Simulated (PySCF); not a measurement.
# BrHO: basis, grid and Hamiltonian

Aim: see how much the energy and properties of BrHO depend on the numerical set-up.

The runs use PySCF 2.14.0; method and basis as typed in the scripts.

### 1 The starting structure

BrHO: 3 atoms, charge 0, spin multiplicity 1.

Bond lengths: Br1–O2 1.741 Å, Br1–H3 1.509 Å. Angles: O2–Br1–H3 106.1°.

### 2 The base run

Input file input.py:

```python
from pyscf import gto, scf
from pyscf.prop.polarizability import rhf as pol

mol = gto.M(
    atom='Br 0.2207 0 -0.1826; O -1.178 0 0.8549; H 1.4198 0 0.7334',
    basis='cc-pvdz',
    charge=0,
    spin=0,
    verbose=4,
)
mf = scf.RHF(mol)
mf.kernel()
print('polarizability (a.u.)')
print(pol.Polarizability(mf).polarizability().round(4))
mf.dip_moment()
print('orbital energies (hartree):', mf.mo_energy[..., max(0, mol.nelec[1]-3):mol.nelec[0]+3].round(4))
```

On the command line:

```bash
OMP_NUM_THREADS=1 python input.py
```

The log of this run is left out.

It gives: E(SCF) = -2647.652962 Eh, 12 cycles, μ = 4.25 D, α(xx, yy, zz) = 29.5, 10.8, 19.1 bohr³.

### 3 Jorge-dzp-dkh (X2C on)

Variant 1 changes basis set: cc-pvdz → jorge-dzp-dkh; spin-free X2C: off → on.

Input file input.py:

```python
from pyscf import gto, scf
from pyscf.prop.polarizability import rhf as pol

mol = gto.M(
    atom='Br 0.2207 0 -0.1826; O -1.178 0 0.8549; H 1.4198 0 0.7334',
    basis='jorge-dzp-dkh',
    charge=0,
    spin=0,
    verbose=4,
)
mf = scf.RHF(mol)
mf = mf.sfx2c1e()
mf.kernel()
print('polarizability (a.u.)')
print(pol.Polarizability(mf).polarizability().round(4))
mf.dip_moment()
print('orbital energies (hartree):', mf.mo_energy[..., max(0, mol.nelec[1]-3):mol.nelec[0]+3].round(4))
```

On the command line:

```bash
OMP_NUM_THREADS=1 python input.py
```

### 4 Cartesian functions on

Variant 2 changes Cartesian functions: off → on.

input.py: that of step 2 with these lines changed.

```diff
@@ -8,2 +8,3 @@
     spin=0,
+    cart=True,
     verbose=4,
```

### 5 Spin-free X2C on

Variant 3 changes spin-free X2C: off → on.

input.py: that of step 2 with these lines changed.

```diff
@@ -11,2 +11,3 @@
 mf = scf.RHF(mol)
+mf = mf.sfx2c1e()
 mf.kernel()
```

Before running it: what results should come out? Wanted: for each run, E(SCF); from base; gap; SCF dipole.

As calculated:

| run | E(SCF) (hartree) | from base (eV) | cycles | gap (eV) | SCF dipole (D) | functions |
| --- | --- | --- | --- | --- | --- | --- |
| base | -2647.652962 | 0 | 12 | 12.99 | 4.25 | 46 |
| jorge-dzp-dkh (X2C on) | -2679.619414 | not comparable | 12 | 12.88 | 4.76 | 63 |
| Cartesian functions on | -2647.654651 | -0.0460 | 12 | 12.99 | 4.22 | 49 |
| spin-free X2C on | -2672.358020 | -672.2589 | 12 | 12.96 | 4.22 | 46 |

The largest comparable shift of the SCF energy, -672.259 eV, comes with the run “spin-free X2C on”. Scalar relativity lowers the total energy by 672.26 eV, nearly all of it in the inner shells; a basis contracted without relativity catches only part of it.
